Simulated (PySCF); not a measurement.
# H12N4Nb ([Nb(NH3)4]3+): the cost of one run

Computed with PySCF 2.14.0 and routines of our own; the level stands in each step. Atoms count from 0.

## 1. The system as given

17 atoms, charge 3, states of the metal's open shell are computed; geometry from: model geometry, bond lengths from ionic radii.

## 2. Ligand-field states: state-averaged CASSCF

What the job is given:

```
{"job": {"kind": "lf", "basis": {"metal": "x2c-TZVPall", "ligand": "x2c-SVPall"}, "nevpt": true}, "charge": 3, "metal": "Nb", "open_shell": "d2"}
Nb     0.000000     0.000000     0.000000
N      1.172021     1.172021     1.172021
H      1.012666     1.012666     2.166814
H      2.166814     1.012666     1.012667
H      1.012666     2.166814     1.012667
N     -1.172021    -1.172021     1.172021
H     -1.012666    -1.012666     2.166814
H     -2.166814    -1.012666     1.012667
H     -1.012666    -2.166814     1.012667
N     -1.172021     1.172021    -1.172021
H     -1.012666     1.012666    -2.166814
H     -2.166814     1.012666    -1.012667
H     -1.012666     2.166814    -1.012667
N      1.172021    -1.172021    -1.172021
H      1.012666    -1.012666    -2.166814
H      2.166814    -1.012666    -1.012667
H      1.012666    -2.166814    -1.012667
```

With the program's defaults for keys left out, this is: state-averaged CASSCF of the metal d shell, SC-NEVPT2 on the averaged canonical orbitals, state-interaction spin-orbit coupling.

Command:

```sh
OMP_NUM_THREADS=1 python lf_run.py task.json out
```

This one command runs all jobs of the session in turn.

Q: Estimate the wall time and peak memory of this first job on 1 thread of Arm Neoverse V2, shared host.

About 14 s, with a peak of 0.45 GiB.
